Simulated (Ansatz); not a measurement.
# Al46C2N48: the cost of one run

All numbers are computed with Ansatz 0.2.0 (PAW, plane waves).

### 1 The system as built

96 atoms (46 Al, 2 C, 48 N); a = 9.341 Å, b = 10.787 Å, c = 9.967 Å, α = 90.00°, β = 90.00°, γ = 90.00°. All atoms were shaken off their sites by about 0.02 Å along each axis. Defect site 1: (0.500, 0.417, 0.498). Defect site 2: (0.333, 0.333, 0.248). Starting moments add up to 1 μB.

Plan of the steps: (2) PBEsol relaxation at the single k point (¼, ¼, ¼), on 1 × NVIDIA H100 80GB HBM3 with 4 threads of AMD EPYC 7R13; (3) HSE06 single point at the single k point (¼, ¼, ¼), on 1 × NVIDIA H100 80GB HBM3 with 4 threads of AMD EPYC 7R13.

### 2 Relaxing the atoms with PBEsol

Contents of in.yaml:

```yaml
crystal:
  lattice:
    - [9.341448, 0.000000, 0.000000]
    - [0.000000, 10.786575, 0.000000]
    - [0.000000, 0.000000, 9.967057]
  atoms:
    - { symbol: Al, position: [0.168204, 0.082214, 0.249729] }
    - { symbol: Al, position: [0.168380, 0.081327, 0.748763] }
    - { symbol: Al, position: [0.998582, 0.330544, 0.252867] }
    - { symbol: Al, position: [0.001410, 0.332476, 0.749613] }
    - { symbol: Al, position: [0.502261, 0.084307, 0.249280] }
    - { symbol: Al, position: [0.499916, 0.083378, 0.743871] }
    - { symbol: Al, position: [0.334562, 0.333151, 0.752727] }
    - { symbol: Al, position: [0.165214, 0.580291, 0.250938] }
    - { symbol: Al, position: [0.165176, 0.583071, 0.749173] }
    - { symbol: Al, position: [0.002313, 0.832100, 0.246057] }
    - { symbol: Al, position: [0.002879, 0.834234, 0.749138] }
    - { symbol: Al, position: [0.833286, 0.080754, 0.249934] }
    - { symbol: Al, position: [0.834652, 0.083557, 0.747947] }
    - { symbol: Al, position: [0.666579, 0.326869, 0.251958] }
    - { symbol: Al, position: [0.667539, 0.337192, 0.756640] }
    - { symbol: Al, position: [0.497752, 0.585013, 0.246536] }
    - { symbol: Al, position: [0.498680, 0.583309, 0.751361] }
    - { symbol: Al, position: [0.331711, 0.832728, 0.244356] }
    - { symbol: Al, position: [0.335924, 0.833364, 0.749732] }
    - { symbol: Al, position: [0.833452, 0.587866, 0.247694] }
    - { symbol: Al, position: [0.831221, 0.583149, 0.751100] }
    - { symbol: Al, position: [0.664647, 0.831045, 0.248300] }
    - { symbol: Al, position: [0.662993, 0.831268, 0.751038] }
    - { symbol: Al, position: [0.004586, 0.169560, 0.498752] }
    - { symbol: Al, position: [0.996868, 0.165333, 0.000009] }
    - { symbol: Al, position: [0.327239, 0.167186, 0.498447] }
    - { symbol: Al, position: [0.333564, 0.166480, 0.999178] }
    - { symbol: Al, position: [0.166292, 0.415425, 0.494414] }
    - { symbol: Al, position: [0.169404, 0.418340, 0.997695] }
    - { symbol: Al, position: [0.002946, 0.667662, 0.498994] }
    - { symbol: Al, position: [0.001014, 0.665377, 0.996751] }
    - { symbol: Al, position: [0.667805, 0.166682, 0.496552] }
    - { symbol: Al, position: [0.666175, 0.170975, 0.997880] }
    - { symbol: Al, position: [0.501526, 0.414975, 0.995099] }
    - { symbol: Al, position: [0.331413, 0.663187, 0.500628] }
    - { symbol: Al, position: [0.334759, 0.666831, 0.998692] }
    - { symbol: Al, position: [0.164214, 0.917756, 0.496038] }
    - { symbol: Al, position: [0.166725, 0.919400, 0.996524] }
    - { symbol: Al, position: [0.835519, 0.417133, 0.497755] }
    - { symbol: Al, position: [0.832226, 0.415053, 0.000337] }
    - { symbol: Al, position: [0.667162, 0.665546, 0.500525] }
    - { symbol: Al, position: [0.664731, 0.670566, 0.997851] }
    - { symbol: Al, position: [0.497182, 0.915950, 0.497728] }
    - { symbol: Al, position: [0.498061, 0.922820, 0.999151] }
    - { symbol: Al, position: [0.835849, 0.914950, 0.497703] }
    - { symbol: Al, position: [0.834058, 0.915833, 0.997030] }
    - { symbol: C, position: [0.334623, 0.333033, 0.250117], spin: 0.111 }
    - { symbol: C, position: [0.501505, 0.419074, 0.499366], spin: 0.111 }
    - { symbol: N, position: [0.003468, 0.164902, 0.188477] }
    - { symbol: N, position: [0.000639, 0.165041, 0.687444] }
    - { symbol: N, position: [0.332803, 0.168899, 0.191644], spin: 0.111 }
    - { symbol: N, position: [0.331171, 0.164498, 0.688467] }
    - { symbol: N, position: [0.168432, 0.416989, 0.188817], spin: 0.111 }
    - { symbol: N, position: [0.164802, 0.415278, 0.691797] }
    - { symbol: N, position: [0.002039, 0.667030, 0.190525] }
    - { symbol: N, position: [0.999971, 0.669724, 0.688053] }
    - { symbol: N, position: [0.668558, 0.163303, 0.189039] }
    - { symbol: N, position: [0.669889, 0.168633, 0.686722] }
    - { symbol: N, position: [0.500311, 0.415373, 0.188191], spin: 0.111 }
    - { symbol: N, position: [0.503000, 0.417124, 0.687643], spin: 0.111 }
    - { symbol: N, position: [0.332313, 0.669616, 0.188669] }
    - { symbol: N, position: [0.332599, 0.666031, 0.690071] }
    - { symbol: N, position: [0.165779, 0.913233, 0.190977] }
    - { symbol: N, position: [0.166681, 0.916371, 0.692625] }
    - { symbol: N, position: [0.834440, 0.419146, 0.186221] }
    - { symbol: N, position: [0.831663, 0.415190, 0.688065] }
    - { symbol: N, position: [0.668838, 0.665863, 0.191557] }
    - { symbol: N, position: [0.665120, 0.666941, 0.689434] }
    - { symbol: N, position: [0.498096, 0.912320, 0.191065] }
    - { symbol: N, position: [0.498678, 0.913895, 0.688612] }
    - { symbol: N, position: [0.831308, 0.917781, 0.192026] }
    - { symbol: N, position: [0.835121, 0.917337, 0.690029] }
    - { symbol: N, position: [0.166676, 0.081039, 0.440965] }
    - { symbol: N, position: [0.167362, 0.082665, 0.937278] }
    - { symbol: N, position: [0.998872, 0.329774, 0.439682] }
    - { symbol: N, position: [0.002029, 0.330452, 0.942969] }
    - { symbol: N, position: [0.498597, 0.082768, 0.441787] }
    - { symbol: N, position: [0.501743, 0.081687, 0.941401] }
    - { symbol: N, position: [0.333606, 0.330974, 0.441838], spin: 0.111 }
    - { symbol: N, position: [0.336553, 0.334626, 0.940265] }
    - { symbol: N, position: [0.166104, 0.582020, 0.440507] }
    - { symbol: N, position: [0.163935, 0.582555, 0.940670] }
    - { symbol: N, position: [0.001326, 0.835774, 0.441889] }
    - { symbol: N, position: [0.997180, 0.834625, 0.938012] }
    - { symbol: N, position: [0.832866, 0.082857, 0.438331] }
    - { symbol: N, position: [0.830635, 0.080229, 0.942638] }
    - { symbol: N, position: [0.663922, 0.331370, 0.440259], spin: 0.111 }
    - { symbol: N, position: [0.664064, 0.332029, 0.940980] }
    - { symbol: N, position: [0.499864, 0.580775, 0.436972], spin: 0.111 }
    - { symbol: N, position: [0.505579, 0.583034, 0.939160] }
    - { symbol: N, position: [0.334925, 0.832606, 0.437002] }
    - { symbol: N, position: [0.333406, 0.833827, 0.943775] }
    - { symbol: N, position: [0.831348, 0.583326, 0.440902] }
    - { symbol: N, position: [0.831912, 0.582895, 0.940156] }
    - { symbol: N, position: [0.667051, 0.834118, 0.437630] }
    - { symbol: N, position: [0.668006, 0.831843, 0.938635] }
  symmetry: { detect: false }
kpoints:
  mp_grid: { grid: [1, 1, 1], shift: [0.25, 0.25, 0.25] }
hamiltonian:
  xc: pbesol
total_charge: 1
magnetization:
  spin_polarized: true
scf:
  occupations: { method: fermi_dirac, width: 0.01 }
relax:
  f_tol: 0.03
  max_steps: 80
  escape_saddle: false
  adjacent_minimum: "off"
output:
  forces: true
  eigenvalues: true
  populations: true
  charged_corrections: { epsilon: 8.5 }
```

Launch:

```bash
$ ansatz run in.yaml --threads 4 --pin off --max-ram 61750MiB --runs-dir r --events-out ev --progress --plain --backend cuda --devices 0, --max-vram 37GiB
```

Q: Estimate wall time and peak memory on 1 × NVIDIA H100 80GB HBM3 with 4 threads of AMD EPYC 7R13, shared host.

About 37 s, with a peak of 1.4 GiB on the host.
